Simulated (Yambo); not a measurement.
# WC (Qusongite) (P-6m2) in Yambo: a series of runs

The runs below take WC (Qusongite) through optical spectrum, with PBEsol.

All numbers are computed with Yambo 5.3.0; they aren't measurements. Logs are shortened: lines on timing, memory, paths and dates and some standing lists are left out, and cuts for length are marked.

**1. The crystal as given**

Symmetry: P-6m2, No. 187, hexagonal system. The conventional cell has a = 2.907 Å, b = 2.907 Å, c = 2.837 Å, α = 90.00°, β = 90.00°, γ = 120.00°. W (site symmetry -6m2) has 6 C at 2.20 Å as nearest neighbours. Around C (site symmetry -6m2) lie 6 W at 2.20 Å.

**2. Optical spectrum, PBEsol**

optics1.in

```
optics
chi
Chimod= "HARTREE"
% BndsRnXd
 1 | 24 |
%
NGsBlkXd= 3 Ry
% LongDrXd
 0 | 0 | 1 |
%
% QpntsRXd
 1 | 1 |
%
% EnRngeXd
 0 | 15 | eV
%
% DmRngeXd
 0.1 | 0.1 | eV
%
ETStpsXd= 300
```

scf.in

```
&CONTROL
  calculation = 'scf'
  prefix = 'pwscf'
  outdir = './tmp'
  pseudo_dir = './pseudo'
/
&SYSTEM
  ibrav = 0
  nat = 2
  ntyp = 2
  ecutwfc = 82
  nbnd = 15
  occupations = 'smearing'
  smearing = 'fd'
  degauss = 0.00367493
  force_symmorphic = .true.
/
&ELECTRONS
  conv_thr = 4d-10
  electron_maxstep = 120
  mixing_beta = 0.5
/
ATOMIC_SPECIES
W    183.8400 W.upf
C     12.0110 C.upf
CELL_PARAMETERS bohr
   5.4924889812    0.0000000000    0.0000000000
  -2.7462444906    4.7566349877    0.0000000000
   0.0000000000    0.0000000000    5.3603971251
ATOMIC_POSITIONS bohr
W      0.0000000000    0.0000000000    0.0000000000
C      2.7462444909    1.5855449958    2.6801985626
K_POINTS automatic
18 18 16 0 0 0
```

nscf.in

```
&CONTROL
  calculation = 'nscf'
  prefix = 'pwscf'
  outdir = './tmp'
  pseudo_dir = './pseudo'
/
&SYSTEM
  ibrav = 0
  nat = 2
  ntyp = 2
  ecutwfc = 82
  nbnd = 34
  occupations = 'smearing'
  smearing = 'fd'
  degauss = 0.00367493
  force_symmorphic = .true.
/
&ELECTRONS
  conv_thr = 1d-08
  diago_full_acc = .true.
  diago_thr_init = 1d-06
/
ATOMIC_SPECIES
W    183.8400 W.upf
C     12.0110 C.upf
CELL_PARAMETERS bohr
   5.4924889812    0.0000000000    0.0000000000
  -2.7462444906    4.7566349877    0.0000000000
   0.0000000000    0.0000000000    5.3603971251
ATOMIC_POSITIONS bohr
W      0.0000000000    0.0000000000    0.0000000000
C      2.7462444909    1.5855449958    2.6801985626
K_POINTS automatic
18 18 16 0 0 0
```

Potentials or basis: PseudoDojo 0.4.1 SR PBEsol standard.

The run is started by

```
> OMP_NUM_THREADS=1 pw.x -in scf.in > scf.out
> OMP_NUM_THREADS=1 pw.x -in nscf.in > nscf.out
> cd tmp/pwscf.save; p2y; mv SAVE ../..; cd ../..
> OMP_NUM_THREADS=1 yambo
> OMP_NUM_THREADS=1 yambo -F optics1.in -J optics1 -C optics1_out
```

Yambo's report:

```text
[... sections 02.01 to 02.04 as in the set-up run ...]

  [02.05] Energies & Occupations
  ==============================

  [X] === General ===
  [X] Electronic Temperature                        :  0.258606E-1   300.100    [eV K]
  [X] Bosonic    Temperature                        :  0.258606E-1   300.100    [eV K]
  [X] Finite Temperature mode                       : yes
  [X] El. density                                   :  0.86737E+24 [cm-3]
  [X] Fermi Level                                   :  20.40587 [eV]

  [X] === Gaps and Widths ===
  [X] Conduction Band Min                           :  20.40587 [eV]
  [X] Valence Band Max                              :  20.40587 [eV]
  [X] Filled Bands                                  :   8
  [X] Metallic Bands                                :   9  10
  [X] Empty Bands                                   :   11   34

  [X] === Metallic Characters ===
  [X] N of el / N of met el                         :  18.00000   1.97753
  [X] Average metallic occ.                         :  0.247191

  [WARNING] [X] Metallic system

 [03] Transferred momenta grid and indexing
 ==========================================

 IBZ Q-points                                      :   333
 BZ  Q-points                                      :   5184

 K/Q-points units:
 rlu = crystal or reduced units; cc = cartesian coordinates; iku = interal k-units

 Q [  1]        [rlu]:  0.000000  0.000000  0.000000
 Q [  2]        [rlu]:  0.000000  0.000000  0.062500
 Q [  3]        [rlu]:  0.000000  0.000000  0.125000
 Q [  4]        [rlu]:  0.000000  0.000000  0.187500
 Q [  5]        [rlu]:  0.000000  0.000000  0.250000
 Q [  6]        [rlu]:  0.000000  0.000000  0.312500
[... 42 lines left out ...]
 Q [ 49]        [rlu]: -0.57356E-17  0.27778      0.18750
 Q [ 50]        [rlu]: -0.57356E-17  0.27778      0.25000

 Remaining 283 points informations can be written running with -fatlog

 [04] Dipoles
 ============

  [04.01] Setup: observables and procedures
  =========================================

  [WF-Oscillators/G space/Transverse up loader] Normalization (few states)  min/max  :  0.72179E-17   1.0000

  [WR./optics1//ndb.dipoles]------------------------------------------------------
   Brillouin Zone Q/K grids (IBZ/BZ)                :    333   5184    333   5184
   RL vectors                                       :  2351 [WF]
   Fragmentation                                    : yes
   Electronic Temperature                           :  300.1000 [K]
   Bosonic    Temperature                           :  300.1000 [K]
   DIP band range                                   :   1  24
   DIP band range limits                            :  10   9
   DIP e/h energy range                             : -1.000000 -1.000000 [eV]
   RL vectors in the sum                            :  2351
   [r,Vnl] included                                 : yes
   Bands ordered                                    : yes
   Direct v evaluation                              : no
   Approach used                                    : G-space v
   Dipoles computed                                 : R V P [G-space]
   Wavefunctions                                    : Perdew, Burke & Ernzerhof SOL(X)+Perdew, Burke & Ernzerhof SOL(C)

  [WARNING] [r,Vnl^pseudo] included in position and velocity dipoles.

  [WARNING] In case H contains other non local terms, these are neglected

 [05] Optics
 ===========

 [X-CG] R(p) Tot o/o(of R):    39497   717748      100

 [WARNING] The system is a metal but Drude term not included.
```

Wall time 3.4 min (1 thread of Arm Neoverse V2, shared host); peak memory 1.1 GiB.

What came out:

| Quantity | Value |
| --- | --- |
| Band gap on the k mesh, mean-field level | none (metal or under the smearing width) |

Dielectric function (along the field direction of the input):
```
energy (eV)  real part  imaginary part
       0.25      24.80            0.22
       1.00      26.22            5.07
       1.76      26.64           11.15
       2.56      25.44           22.25
       3.31       8.01           29.14
       4.11       4.47           15.54
       4.87       6.09           14.62
       5.67       3.96           15.27
       6.42       0.70           13.27
       7.22       2.12           17.71
       7.98      -7.84           13.08
       8.78      -5.43            5.57
       9.53      -3.31            4.02
      10.33      -1.60            3.97
      11.09      -0.73            4.11
      11.89      -1.51            5.33
      12.64      -1.03            6.22
      13.44      -2.85            3.34
      14.20      -1.69            3.53
      15.00      -2.92            3.38
```

Caveat: the intraband (Drude) term of the metal is left out; the ground state has no gap, which makes the many-body step unreliable; these spectra lack excitons.

**3. Optical spectrum, PBEsol**

optics2.in

```
optics
chi
tddft
Chimod= "ALDA"
% BndsRnXd
 1 | 24 |
%
NGsBlkXd= 4 Ry
% LongDrXd
 0 | 0 | 1 |
%
% QpntsRXd
 1 | 1 |
%
% EnRngeXd
 0 | 15 | eV
%
% DmRngeXd
 0.05 | 0.05 | eV
%
ETStpsXd= 150
FxcGRLc= 4 Ry
VXCRLvcs= 4 Ry
```

scf.in is that of step 2.

nscf.in is that of step 2.

Potentials or basis: PseudoDojo 0.4.1 SR PBEsol standard.

The run is started by

```
> OMP_NUM_THREADS=1 pw.x -in scf.in > scf.out
> OMP_NUM_THREADS=1 pw.x -in nscf.in > nscf.out
> cd tmp/pwscf.save; p2y; mv SAVE ../..; cd ../..
> OMP_NUM_THREADS=1 yambo
> OMP_NUM_THREADS=1 yambo -F optics2.in -J optics2 -C optics2_out
```

Yambo's report:

```text
[... sections 02.01 to 02.04 as in the set-up run ...]

  [02.05] Energies & Occupations
  ==============================

  [X] === General ===
  [X] Electronic Temperature                        :  0.258606E-1   300.100    [eV K]
  [X] Bosonic    Temperature                        :  0.258606E-1   300.100    [eV K]
  [X] Finite Temperature mode                       : yes
  [X] El. density                                   :  0.86737E+24 [cm-3]
  [X] Fermi Level                                   :  20.40587 [eV]

  [X] === Gaps and Widths ===
  [X] Conduction Band Min                           :  20.40587 [eV]
  [X] Valence Band Max                              :  20.40587 [eV]
  [X] Filled Bands                                  :   8
  [X] Metallic Bands                                :   9  10
  [X] Empty Bands                                   :   11   34

  [X] === Metallic Characters ===
  [X] N of el / N of met el                         :  18.00000   1.97753
  [X] Average metallic occ.                         :  0.247191

  [WARNING] [X] Metallic system

 [03] Transferred momenta grid and indexing
 ==========================================

 IBZ Q-points                                      :   333
 BZ  Q-points                                      :   5184

 K/Q-points units:
 rlu = crystal or reduced units; cc = cartesian coordinates; iku = interal k-units

 Q [  1]        [rlu]:  0.000000  0.000000  0.000000
 Q [  2]        [rlu]:  0.000000  0.000000  0.062500
 Q [  3]        [rlu]:  0.000000  0.000000  0.125000
 Q [  4]        [rlu]:  0.000000  0.000000  0.187500
 Q [  5]        [rlu]:  0.000000  0.000000  0.250000
 Q [  6]        [rlu]:  0.000000  0.000000  0.312500
[... 42 lines left out ...]
 Q [ 49]        [rlu]: -0.57356E-17  0.27778      0.18750
 Q [ 50]        [rlu]: -0.57356E-17  0.27778      0.25000

 Remaining 283 points informations can be written running with -fatlog

 [04] Dipoles
 ============

  [04.01] Setup: observables and procedures
  =========================================

  [WF-Oscillators/G space/Transverse up loader] Normalization (few states)  min/max  :  0.72179E-17   1.0000

  [WR./optics2//ndb.dipoles]------------------------------------------------------
   Brillouin Zone Q/K grids (IBZ/BZ)                :    333   5184    333   5184
   RL vectors                                       :  2351 [WF]
   Fragmentation                                    : yes
   Electronic Temperature                           :  300.1000 [K]
   Bosonic    Temperature                           :  300.1000 [K]
   DIP band range                                   :   1  24
   DIP band range limits                            :  10   9
   DIP e/h energy range                             : -1.000000 -1.000000 [eV]
   RL vectors in the sum                            :  2351
   [r,Vnl] included                                 : yes
   Bands ordered                                    : yes
   Direct v evaluation                              : no
   Approach used                                    : G-space v
   Dipoles computed                                 : R V P [G-space]
   Wavefunctions                                    : Perdew, Burke & Ernzerhof SOL(X)+Perdew, Burke & Ernzerhof SOL(C)

  [WARNING] [r,Vnl^pseudo] included in position and velocity dipoles.

  [WARNING] In case H contains other non local terms, these are neglected

 [05] Optics
 ===========

 [xc] Functional : Perdew, Burke & Ernzerhof SOL(X)+Perdew, Burke & Ernzerhof SOL(C)
 [xc] LIBXC used to calculate xc functional
  PP Number of Atomic Species                      :  2
  NLCC RL compoments                               :  14023
 [X-CG] R(p) Tot o/o(of R):    39497   717748      100

 [WARNING] The system is a metal but Drude term not included.
```

o-optics2.eps_q1_inv_alda_dyson:

```text
# Absorption @ Q(1):   0.00000000      0.00000000      1.00000000    [q->0 direction]
#
# [ X ] Hartree size                              :  27
# [GEN] GF Energies                               : Perdew, Burke & Ernzerhof SOL(X)+Perdew, Burke & Ernzerhof SOL(C)
# [GEN] Green`s Function                          : Retarded
#
# [GEN] Gauge                                     : Length
# [GEN] [r,Vnl] included                          : yes
#
#    E[1] [eV]          Im(eps)            Re(eps)            Im(eps_o)          Re(eps_o)
#
        0.000000          -0.12983E-13        24.64040          -0.63737E-17        24.79357
        0.100671           0.041907           24.68204           0.042399           24.83569
        0.201342           0.087368           24.81027           0.088388           24.96543
        0.302013           0.141904           25.03659           0.143536           25.19438
        0.402685           0.218884           25.38764           0.221320           25.54942
        0.503356           0.376741           25.92888           0.380594           26.09657
[... 142 lines left out ...]
        14.89933           3.962834          -2.996181           4.158075          -2.968297
        15.00000           3.560935          -3.024028           3.715778          -3.016017
#
```

Wall time 3.4 min (1 thread of Arm Neoverse V2, shared host); peak memory 1.1 GiB.

Results:

```yaml
Band_gap_on_the_k_mesh_mean-field_level: none (metal or under the smearing width)
```

Dielectric function (along the field direction of the input):
| energy (eV) | real part | imaginary part |
| --- | --- | --- |
| 0.30 | 25.04 | 0.14 |
| 1.01 | 23.83 | 6.05 |
| 1.81 | 33.06 | 11.60 |
| 2.62 | 24.88 | 24.46 |
| 3.32 | 4.40 | 33.27 |
| 4.13 | 4.67 | 15.28 |
| 4.93 | 6.91 | 15.28 |
| 5.64 | 4.85 | 14.55 |
| 6.44 | -0.02 | 13.56 |
| 7.25 | 3.15 | 20.45 |
| 7.95 | -7.22 | 13.86 |
| 8.76 | -5.71 | 5.62 |
| 9.56 | -2.94 | 3.81 |
| 10.27 | -1.72 | 3.95 |
| 11.07 | -0.66 | 4.31 |
| 11.88 | -2.36 | 5.25 |
| 12.58 | -0.05 | 6.20 |
| 13.39 | -3.39 | 3.24 |
| 14.19 | -1.30 | 3.57 |
| 15.00 | -3.02 | 3.56 |

Caveat: the LDA kernel is used on GGA states, which is inconsistent by a few percent; the intraband (Drude) term of the metal is left out; the ground state has no gap, which makes the many-body step unreliable; these spectra lack excitons. The run has no spin-orbit coupling, so splittings on W are missing.
